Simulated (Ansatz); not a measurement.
# C2H5FSi: a ladder of functionals and wavefunction methods

An exercise on one series of results from a longer session: the logs are not shown, and one member is left open.

Computed with Ansatz 0.2.0, Gaussian basis. Level: functionals in def2-TZVPP, the program's frozen cores in correlated methods.

The runs, in order: LDA (SPW92), PBE-D4, revPBE-D4, BLYP-D4, r2SCAN-D4, B97M-V, PBE0-D4, B3LYP-D4, r2SCANh-D4, r2SCAN0-D4, HSE06-D4, BHLYP-D4, CAM-B3LYP-D4, LC-ωPBE, ωB97X-V, ωB97M-V, B2PLYP, PBE-QIDH; CCSD(T)/def2-SVP; CCSD(T)/def2-TZVPP; MP2/def2-QZVPP; extrapolation to the limit; RPA on PBE.

## The geometry

The geometry comes from an earlier relaxation with PBE0-D4 in a triple-zeta def2 set; it is a stationary point, not always the lowest conformer.

9 atoms, charge 0, spin multiplicity 1.

Atoms are counted from 1 here; the program's logs count them from 0.

Bond lengths: C1–C2 1.523 Å, C1–H5 1.091 Å, C1–H6 1.093 Å, C1–H7 1.093 Å, C2–Si3 1.891 Å, C2–H8 1.106 Å, C2–H9 1.099 Å, Si3–F4 1.621 Å. Angles: C2–C1–H5 111.2°, C2–C1–H6 111.9°, C2–C1–H7 111.2°, H5–C1–H6 107.9°, H5–C1–H7 107.0°, H6–C1–H7 107.4°, C1–C2–Si3 119.6°, C1–C2–H8 110.7°, C1–C2–H9 112.0°, Si3–C2–H8 102.3°, Si3–C2–H9 107.2°, H8–C2–H9 103.6°, C2–Si3–F4 100.1°.

The first run:

File in.yaml:

```yaml
crystal:
  periodic: [false, false, false]
  atoms:
    - {symbol: C, position_ang: [-0.384788, 0.808213, -0.298185]}
    - {symbol: C, position_ang: [0.090688, -0.249101, 0.690152]}
    - {symbol: Si, position_ang: [1.193509, -1.662059, 0.086432]}
    - {symbol: F, position_ang: [0.886099, -1.602081, -1.503608]}
    - {symbol: H, position_ang: [-0.878854, 0.351501, -1.157447]}
    - {symbol: H, position_ang: [-1.087316, 1.508164, 0.161089]}
    - {symbol: H, position_ang: [0.453308, 1.392506, -0.685309]}
    - {symbol: H, position_ang: [-0.769143, -0.791281, 1.126040]}
    - {symbol: H, position_ang: [0.584998, 0.197737, 1.563835]}
basis:
  gaussian: {orbitals: def2-TZVPP}
hamiltonian: {xc: lda}
output: {orbitals: {seedname: orbitals}}
```

Among the steps run: LDA; PBE-D4 (GGA); revPBE-D4 (GGA); BLYP-D4 (GGA); r2SCAN-D4 (meta-GGA); B97M-V (meta-GGA); PBE0-D4 (hybrid); B3LYP-D4 (hybrid); r2SCANh-D4 (hybrid); r2SCAN0-D4 (hybrid); HSE06-D4 (hybrid); BHLYP-D4 (hybrid); CAM-B3LYP-D4 (range-separated); LC-ωPBE-D4 (range-separated; the results give it without D4); ωB97X-V (range-separated); ωB97M-V (range-separated); B2PLYP (double hybrid); PBE-QIDH (double hybrid).

One table of the session follows, with a row left open; its other results are not shown here.

It belongs to the step «Orbital energies across the functionals». 

```
  functional  HOMO (eV)  LUMO (eV)  gap (eV)
 LDA (SPW92)      -5.44      -3.04      2.41
      PBE-D4      -5.34      -2.86      2.48
   revPBE-D4      -5.30      -2.79      2.51
     BLYP-D4      -5.24      -2.73      2.51
   r2SCAN-D4      -5.55      -2.74      2.81
      B97M-V      -5.62      -2.70      2.93
     PBE0-D4      -6.46      -2.02      4.44
    B3LYP-D4      -6.29      -2.22      4.07
  r2SCANh-D4      -5.96      -2.42      3.54
  r2SCAN0-D4      -6.59      -1.95      4.64
    HSE06-D4      -6.06      -2.40      3.66
    BHLYP-D4          ?          ?         ?
CAM-B3LYP-D4      -7.78      -0.92      6.86
     LC-ωPBE      -9.05       0.21      9.26
     ωB97X-V      -8.73       0.11      8.84
     ωB97M-V      -8.56      -0.01      8.55
```

Q: Estimate the row for BHLYP-D4 from the others.

Worked estimate for «HOMO (eV)». Against the share of exact exchange, BLYP-D4 (0, -5.24), B3LYP-D4 (0.2, -6.29) give a slope of -5.25 per unit share; at 0.5 the line stands at -7.86.

The run gave: HOMO (eV): -7.49; LUMO (eV): -1.10; gap (eV): 6.39. In «HOMO (eV)» the line misses by -0.37.
